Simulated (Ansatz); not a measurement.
# CH4SZn: the cost of one run

Computed with Ansatz 0.2.0, Gaussian basis. Level: the settings change from run to run.

**1. The molecule**

The structure was relaxed beforehand with PBE0-D4 in a triple-zeta def2 set.

7 atoms, charge 0, spin multiplicity 1.

Atoms are counted from 1 here; the program's logs count them from 0.

Bond lengths: S1–C2 1.822 Å, S1–H4 1.343 Å, C2–Zn3 1.949 Å, C2–H5 1.090 Å, C2–H6 1.093 Å, Zn3–H7 1.538 Å. Angles: C2–S1–H4 99.0°, S1–C2–Zn3 108.1°, S1–C2–H5 110.5°, S1–C2–H6 104.3°, Zn3–C2–H5 116.7°, Zn3–C2–H6 109.2°, H5–C2–H6 107.2°, C2–Zn3–H7 176.6°.

Coordinates:

```xyz
7
charge 0, multiplicity 1
S    -1.54716    0.65846   -0.42963
C    -0.12672    0.30853    0.65582
Zn    1.29594   -0.45790   -0.43455
H    -1.66804   -0.54619   -1.01047
H    -0.44313   -0.26793    1.52557
H     0.18735    1.29175    1.01599
H     2.36296   -1.05472   -1.36843
```

**2. r2SCAN50/def2-TZVPP**

Set apart from the defaults: atoms shaken by 0.03 Å, high accuracy.

The input, in.yaml:

```yaml
crystal:
  periodic: [false, false, false]
  atoms:
    - {symbol: S, position_ang: [-1.515559, 0.629774, -0.477301]}
    - {symbol: C, position_ang: [-0.114016, 0.289468, 0.626105]}
    - {symbol: Zn, position_ang: [1.286370, -0.457457, -0.481439]}
    - {symbol: H, position_ang: [-1.693328, -0.581879, -0.992915]}
    - {symbol: H, position_ang: [-0.423457, -0.256169, 1.542756]}
    - {symbol: H, position_ang: [0.238056, 1.256584, 1.011098]}
    - {symbol: H, position_ang: [2.359667, -1.093895, -1.354376]}
basis:
  gaussian: {orbitals: def2-TZVPP}
hamiltonian: {xc: {name: r2SCAN50}}
accuracy: high
```

Run with:

```sh
$ ansatz run in.yaml --threads 2 --pin off --events-out ev --progress --plain --max-ram 4352MiB
```

**Question.** How long does this run take on 2 threads of Arm Neoverse V1, shared host, and how much memory does it need?

About 29 s, with a peak of 1.1 GiB.
